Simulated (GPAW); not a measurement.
Wanted: an ASE script for a GPAW 26.7.0 run.

```yaml
Task: single point
Functional: PBE
Potentials_or_basis: GPAW PAW data sets (gpaw-data 1.2.1)
Cutoff: 800 eV
Basis: pw
k_mesh: 3 × 3 × 2
Occupations: fermi-dirac, width 0.05 eV
Spin: collinear spin, ferromagnetic start
Starting_moments: "[0.0, 0.0, 3.5, 3.5, 3.5, 0.0, 0.0, 0.0, 0.0, 0.0, 0.0, 0.0, 0.0, 0.0, 0.0, 0.0, 0.0, 0.0, 0.0, 0.0, 0.0, 0.0] μB"
Ranks: 4
Maxiter: 150
```

Ba2Tl5V3O12:

```xyz
22
Lattice="6.6527 0.0495 0.0202 2.8607 8.3646 0.0038 2.6828 2.4694 9.1957" Properties=species:S:1:pos:R:3 pbc="T T T"
Ba    5.5442    0.4859    0.2246
Ba    5.0453    8.8099    3.1356
V     7.8851    6.7880    3.1058
V     2.5747    2.3174    0.3028
V     2.2646    2.2781    6.0800
Tl    3.7845    4.2101    3.2255
Tl    6.5448    4.4409    5.5815
Tl    8.1264    9.0456    6.1615
Tl    6.6930    4.4787    1.0881
Tl    4.6212    7.2113    6.8375
O     3.6229    2.1646    4.9879
O     8.0188    5.0381    3.1811
O     3.7266    2.1571    1.5981
O     7.5372    1.8755    5.1646
O     4.9576    6.4605    9.0991
O     7.0474    7.3889    4.4933
O     8.6870    3.8848    6.7562
O     6.8904    7.1926    1.7495
O     1.1117    1.6298    0.9364
O     5.2975    9.5590    7.4268
O     5.9074    3.9074    8.2110
O     9.3999    7.5353    2.8601
```

The cell was built by a generator and needn't be a form met in nature.

One way to write it, as run:

run.py

```python
from ase import Atoms
from ase.dft.bandgap import bandgap
from ase.io import write
from ase.units import GPa
from ase.parallel import parprint
from gpaw import GPAW, PW

atoms = Atoms(['Ba', 'Ba', 'V', 'V', 'V', 'Tl', 'Tl', 'Tl', 'Tl', 'Tl', 'O', 'O', 'O', 'O', 'O', 'O', 'O', 'O', 'O', 'O', 'O', 'O'],
              cell=[[6.65272, 0.04946, 0.02017],
                    [2.8607, 8.36464, 0.00384],
                    [2.68279, 2.46936, 9.19569]],
              scaled_positions=[[0.80419, 0.04665, 0.02264],
                                [0.21205, 0.95157, 0.34012],
                                [0.7454, 0.70796, 0.33582],
                                [0.25963, 0.26599, 0.03225],
                                [0.04074, 0.07695, 0.66106],
                                [0.25636, 0.39847, 0.35003],
                                [0.58966, 0.34866, 0.60553],
                                [0.57327, 0.88069, 0.66842],
                                [0.74552, 0.49664, 0.11648],
                                [0.11891, 0.64206, 0.74303],
                                [0.28433, 0.09717, 0.54175],
                                [0.8535, 0.49575, 0.34386],
                                [0.40255, 0.20448, 0.17282],
                                [0.88414, 0.05377, 0.55967],
                                [0.14017, 0.47956, 0.98899],
                                [0.54627, 0.73631, 0.48712],
                                [0.90594, 0.24279, 0.73262],
                                [0.61543, 0.80058, 0.18857],
                                [0.05538, 0.16451, 0.10164],
                                [0.08209, 0.90404, 0.80708],
                                [0.44178, 0.20123, 0.89187],
                                [0.94269, 0.80417, 0.30862]],
              pbc=True)
atoms.set_initial_magnetic_moments([0.0, 0.0, 3.5, 3.5, 3.5, 0.0, 0.0, 0.0, 0.0, 0.0, 0.0, 0.0, 0.0, 0.0, 0.0, 0.0, 0.0, 0.0, 0.0, 0.0, 0.0, 0.0])

calc = GPAW(mode=PW(800),
            xc='PBE',
            kpts={'size': (3, 3, 2), 'gamma': True},
            occupations={'name': 'fermi-dirac', 'width': 0.05},
            nbands=153,
            convergence={'density': 1e-05, 'energy': 1e-05},
            maxiter=150,
            txt='gpaw.txt')
atoms.calc = calc
energy = atoms.get_potential_energy()
forces = atoms.get_forces()
stress = atoms.get_stress()
calc.write('gs.gpw')
write('result.traj', atoms)
parprint(f'Energy: {energy:.6f} eV')
parprint('Forces (eV/A):')
parprint(forces.round(4))
parprint('Stress (GPa):', (stress / GPa).round(3))
parprint('Moments:', calc.get_magnetic_moments().round(3))
parprint('Fermi level:', round(calc.get_fermi_level(), 4), 'eV')
parprint(f'Gap: {bandgap(calc)[0]:.4f} eV, direct: {bandgap(calc, direct=True)[0]:.4f} eV')
```

Potentials or basis: GPAW PAW data sets (gpaw-data 1.2.1), pw.

Launch:

```bash
$ OMP_NUM_THREADS=1 mpirun -n 4 gpaw python run.py
```

Results of the run:

```yaml
Pressure: 0.3 GPa
Largest_force: 0.181 eV/Å
Band_gap_on_the_k_mesh: 2.88 eV, indirect (least direct gap 3.00 eV)
Net_moment: 0.00 μB per cell
```

Caveat: spin-orbit coupling is left out, which as a rule narrows the gap of such compounds by several tenths of an eV; an odd mesh through Γ misses points on the zone boundary, where band edges often lie.

Wall time 16 min on 4 MPI ranks on Intel(R) Xeon(R) Platinum 8259CL CPU @ 2.50GHz (Skylake/Cascade Lake) (shared host), peak memory 1.3 GiB a rank.
